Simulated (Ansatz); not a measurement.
Geometry optimisation, DFT r2SCAN, scalar-relativistic, plane waves, PAW in Ansatz.

Input:

```yaml
crystal:
  lattice:
    - [8.1, 0.0, 0.0]
    - [0.0, 8.1, 0.0]
    - [0.0, 0.0, 8.1]
  atoms:
    - { symbol: Al, position: [0.5, 0.0, 0.0] }
    - { symbol: Al, position: [0.75, 0.25, 0.0] }
    - { symbol: Al, position: [0.75, 0.0, 0.25] }
    - { symbol: Al, position: [0.0, 0.0, 0.0] }
    - { symbol: Al, position: [0.25, 0.25, 0.0] }
    - { symbol: Al, position: [0.5, 0.5, 0.0] }
    - { symbol: Al, position: [0.75, 0.75, 0.0] }
    - { symbol: Al, position: [0.25, 0.0, 0.25] }
    - { symbol: Al, position: [0.5, 0.25, 0.25] }
    - { symbol: Al, position: [0.75, 0.5, 0.25] }
    - { symbol: Al, position: [0.5, 0.0, 0.5] }
    - { symbol: Al, position: [0.75, 0.25, 0.5] }
    - { symbol: Al, position: [0.75, 0.0, 0.75] }
    - { symbol: Al, position: [0.0, 0.5, 0.0] }
    - { symbol: Al, position: [0.25, 0.75, 0.0] }
    - { symbol: Al, position: [0.0, 0.25, 0.25] }
    - { symbol: Al, position: [0.25, 0.5, 0.25] }
    - { symbol: Al, position: [0.5, 0.75, 0.25] }
    - { symbol: Al, position: [0.0, 0.0, 0.5] }
    - { symbol: Al, position: [0.25, 0.25, 0.5] }
    - { symbol: Al, position: [0.5, 0.5, 0.5] }
    - { symbol: Al, position: [0.75, 0.75, 0.5] }
    - { symbol: Al, position: [0.25, 0.0, 0.75] }
    - { symbol: Al, position: [0.5, 0.25, 0.75] }
    - { symbol: Al, position: [0.75, 0.5, 0.75] }
    - { symbol: Al, position: [0.0, 0.75, 0.25] }
    - { symbol: Al, position: [0.0, 0.5, 0.5] }
    - { symbol: Al, position: [0.25, 0.75, 0.5] }
    - { symbol: Al, position: [0.0, 0.25, 0.75] }
    - { symbol: Al, position: [0.25, 0.5, 0.75] }
    - { symbol: Al, position: [0.5, 0.75, 0.75] }
    - { symbol: Al, position: [0.0, 0.75, 0.75] }
    - { symbol: Ti, position: [0.24730602, -0.00358166, 0.50596484] }
basis:
  ecutwfc: 500.0
kpoints:
  mp_grid: { grid: [2, 2, 2] }
hamiltonian:
  xc: r2scan
  pseudopotentials: { kind: paw, azcp: { folder: soft_1 } }
scf:
  occupations: { method: gaussian, width: 0.1 }
  lower_state_search: "off"
relax:
  f_tol: 0.03
  max_steps: 60
  adjacent_minimum: "off"
```

Command:

```bash
$ ansatz run input.yaml --threads 4 --pin off --max-ram 10240MiB --backend cpu --events-out ev --progress --plain --runs-dir out
```

Q: Where does it end, and by what steps?

A: It converged. Limits of this set-up: coarse k mesh, a small cell, in which the defect meets its images, a typed lattice constant that wasn't relaxed here. After 5 steps the energy has fallen by 9.799 eV; Al23 moved furthest, 0.57 Å. The start is strongly strained (largest force component 8 eV/Å).

```
step  energy less start (eV)  largest force component (eV/Å)  accepted
   0                  0.0000                           8.427       yes
   1                 -5.9079                           3.984       yes
   2                 -8.9308                           1.406       yes
   3                 -9.7912                           0.166       yes
   4                 -9.7976                           0.035       yes
   5                 -9.7994                           0.012       yes
```

```xyz
33
Lattice="8.1000 0.0000 0.0000 0.0000 8.1000 0.0000 0.0000 0.0000 8.1000" Properties=species:S:1:pos:R:3
Al 4.228 -0.001 0.005
Al 6.076 2.088 -0.002
Al 6.073 -0.001 1.847
Al -0.178 -0.001 0.005
Al 2.024 2.203 0.005
Al 4.113 4.051 -0.002
Al 6.076 6.013 -0.002
Al 2.027 0.002 1.489
Al 3.976 1.950 2.101
Al 6.076 4.051 1.962
Al 4.594 0.002 4.046
Al 6.073 2.203 4.051
Al 6.073 -0.001 6.252
Al -0.062 4.051 -0.002
Al 2.024 5.897 0.005
Al 0.076 1.946 2.106
Al 2.025 4.047 1.847
Al 3.970 6.151 2.107
Al -0.560 0.002 4.047
Al 2.027 2.567 4.046
Al 4.228 4.047 4.051
Al 6.073 5.897 4.051
Al 2.027 0.002 6.643
Al 3.967 1.941 5.997
Al 6.076 4.051 6.137
Al 0.081 6.155 2.111
Al -0.178 4.047 4.051
Al 2.027 5.513 4.047
Al 0.084 1.937 5.993
Al 2.024 4.047 6.252
Al 3.962 6.159 5.992
Al 0.089 6.163 5.988
Ti 2.015 -0.013 4.071
```

Whether the end is a true minimum wasn't checked by a vibrational analysis.

Run time: 2.6 min on 4 threads of Arm Neoverse V1, on a shared host, peak memory 2.4 GiB.
